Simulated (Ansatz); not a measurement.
Which YAML input does this script hand to the engine? (the Ansatz DFT code, driven from Python)

The script, `c3h5bro2.py`:
```python
import ansatz as az
import numpy as np
import pandas as pd

params = {
    "basis_set": "def2-SVP",
    "functional": "CAM-B3LYP",
}

GEOMETRY = """
O     1.67550   -0.93670   -0.76830
C     1.07070   -0.31920    0.14870
O     1.75500    0.60250    0.93500
C    -0.39160   -0.55150    0.37120
C    -1.23940    0.23240   -0.63020
Br   -1.11200    2.14520   -0.32270
H     2.74140    0.77970    0.78790
H    -0.66620   -0.25590    1.40650
H    -0.60730   -1.63610    0.25970
H    -2.30360   -0.06410   -0.51750
H    -0.92250    0.00360   -1.67030
"""


def main() -> None:
    geometry = az.Crystal.molecule()
    for line in GEOMETRY.strip().splitlines():
        symbol, *xyz = line.split()
        geometry = geometry.atom(symbol, [float(v) for v in xyz])

    setup = (
        geometry.calculation()
        .basis(gaussian=params["basis_set"])
        .functional(params["functional"])
    )
    symbols = [site.symbol for site in geometry.cartesian_sites]
    start = np.array([site.position_ang for site in geometry.cartesian_sites], dtype=float)
    def progress(event):
        if event["event"] == "relax_step":
            row = event["data"]
            print(f"step {row['step']:3d}  E = {row['lagrangian_ev']:.6f} eV  max force {row['allowed_force_max_ev_ang']:.4f} eV/A")


    summary = setup.relax(force_tolerance=0.005).session().plan().execute(on_event=progress).report
    end = np.array(summary["positions_ang"])

    for key in ("converged", "free_energy_ev", "reference_energy_ev", "n_frozen", "n_occupied", "n_virtual"):
        print(f"{key:22s} {summary[key]}")

    print("bond        before    after (A)")
    for i, j in [(0, 1), (1, 2), (1, 3), (2, 6), (3, 4), (3, 7), (3, 8), (4, 5), (4, 9), (4, 10)]:
        d0, d1 = (np.linalg.norm(xyz[i] - xyz[j]) for xyz in (start, end))
        print(f"{symbols[i]}{i}-{symbols[j]}{j}".ljust(10), f"{d0:8.4f} {d1:8.4f}")
    for i, j, k in [(0, 1, 2), (0, 1, 3), (2, 1, 3), (1, 2, 6), (1, 3, 4), (1, 3, 7), (1, 3, 8), (4, 3, 7)]:
        u, v = end[i] - end[j], end[k] - end[j]
        print(f"angle {symbols[i]}{i}-{symbols[j]}{j}-{symbols[k]}{k}: {np.degrees(np.arccos(np.clip(u @ v / np.linalg.norm(u) / np.linalg.norm(v), -1, 1))):.2f} deg")

    charges = summary["charge_distribution"]
    table = pd.DataFrame({"atom": symbols, "mulliken": charges["mulliken_charges_e"], "lowdin": charges["lowdin_charges_e"]})
    print(table.round(3).to_string())
    print("dipole (e A):", np.round(charges["dipole_moment_e_ang"], 4) + 0.0)
    with open("c3h5bro2_opt.xyz", "w") as handle:
        handle.write(f"{len(symbols)}\nrelaxed C3H5BrO2\n")
        handle.writelines(f"{s:2s} {x:11.6f} {y:11.6f} {z:11.6f}\n" for s, (x, y, z) in zip(symbols, end))


if __name__ == "__main__":
    main()
```

`python c3h5bro2.py` gives:
```text
step   1  E = -77319.228430 eV  max force 4.9457 eV/A
step   2  E = -77319.707072 eV  max force 1.5678 eV/A
step   3  E = -77319.744720 eV  max force 0.9209 eV/A
step   4  E = -77319.773556 eV  max force 0.4031 eV/A
step   5  E = -77319.785274 eV  max force 0.4275 eV/A
step   6  E = -77319.792209 eV  max force 0.4759 eV/A
step   7  E = -77319.805044 eV  max force 0.2049 eV/A
step   8  E = -77319.806975 eV  max force 1.0981 eV/A
step   9  E = -77319.820906 eV  max force 0.2985 eV/A
step  10  E = -77319.830001 eV  max force 0.1636 eV/A
step  11  E = -77319.833117 eV  max force 0.2327 eV/A
step  12  E = -77319.829238 eV  max force 1.0266 eV/A
step  13  E = -77319.838012 eV  max force 0.0874 eV/A
step  14  E = -77319.835477 eV  max force 0.3493 eV/A
step  15  E = -77319.839485 eV  max force 0.0828 eV/A
step  16  E = -77319.839553 eV  max force 0.1175 eV/A
step  17  E = -77319.839970 eV  max force 0.0688 eV/A
step  18  E = -77319.840042 eV  max force 0.0470 eV/A
step  19  E = -77319.840130 eV  max force 0.0128 eV/A
step  20  E = -77319.840148 eV  max force 0.0059 eV/A
step  21  E = -77319.840151 eV  max force 0.0042 eV/A
converged              True
free_energy_ev         -77319.84027071956
reference_energy_ev    -77319.84027071956
n_frozen               0
n_occupied             [37, 37]
n_virtual              [90, 90]
bond        before    after (A)
O0-C1        1.2602   1.2002
C1-O2        1.3914   1.3375
C1-C3        1.4973   1.5104
O2-H6        1.0129   0.9716
C3-C4        1.5284   1.5121
C3-H7        1.1111   1.0982
C3-H8        1.1114   1.1047
C4-Br5       1.9415   1.9485
C4-H9        1.1105   1.0950
C4-H10       1.1111   1.0955
angle O0-C1-O2: 123.02 deg
angle O0-C1-C3: 124.93 deg
angle O2-C1-C3: 112.02 deg
angle C1-O2-H6: 106.99 deg
angle C1-C3-C4: 112.64 deg
angle C1-C3-H7: 109.81 deg
angle C1-C3-H8: 106.30 deg
angle C4-C3-H7: 112.27 deg
   atom  mulliken  lowdin
0     O    -0.202   0.047
1     C     0.092  -0.281
2     O    -0.172   0.203
3     C     0.009  -0.060
4     C    -0.033  -0.077
5    Br    -0.137   0.120
6     H     0.189   0.000
7     H     0.051   0.016
8     H     0.057   0.037
9     H     0.063  -0.003
10    H     0.082  -0.002
dipole (e A): [ 0.0053 -0.4073  0.3264]
```

`input.yaml`:
```yaml
crystal:
  periodic: [false, false, false]
  atoms:
    - { symbol: O, position_ang: [1.6755, -0.9367, -0.7683] }
    - { symbol: C, position_ang: [1.0707, -0.3192, 0.1487] }
    - { symbol: O, position_ang: [1.755, 0.6025, 0.935] }
    - { symbol: C, position_ang: [-0.3916, -0.5515, 0.3712] }
    - { symbol: C, position_ang: [-1.2394, 0.2324, -0.6302] }
    - { symbol: Br, position_ang: [-1.112, 2.1452, -0.3227] }
    - { symbol: H, position_ang: [2.7414, 0.7797, 0.7879] }
    - { symbol: H, position_ang: [-0.6662, -0.2559, 1.4065] }
    - { symbol: H, position_ang: [-0.6073, -1.6361, 0.2597] }
    - { symbol: H, position_ang: [-2.3036, -0.0641, -0.5175] }
    - { symbol: H, position_ang: [-0.9225, 0.0036, -1.6703] }
basis:
  gaussian:
    orbitals: def2-SVP
hamiltonian:
  xc: cam_b3lyp
relax:
  f_tol: 0.005
```

Reading the output:
- Total energies depend on the basis set; only differences at equal settings carry meaning.
- The end point is the stationary point reached from this start; no frequency run checks that it is a minimum, and the basis set is modest.
- The Löwdin charges here are taken after orthogonalising the functions within each atom; they differ from plain Löwdin charges, and their signs can be unphysical.
- Wall time of the script: 3.2 min on 1 thread of Arm Neoverse V2, on a shared host, peak memory 0.52 GiB.

(Lines on the test bed's own set-up are left out of the output.)
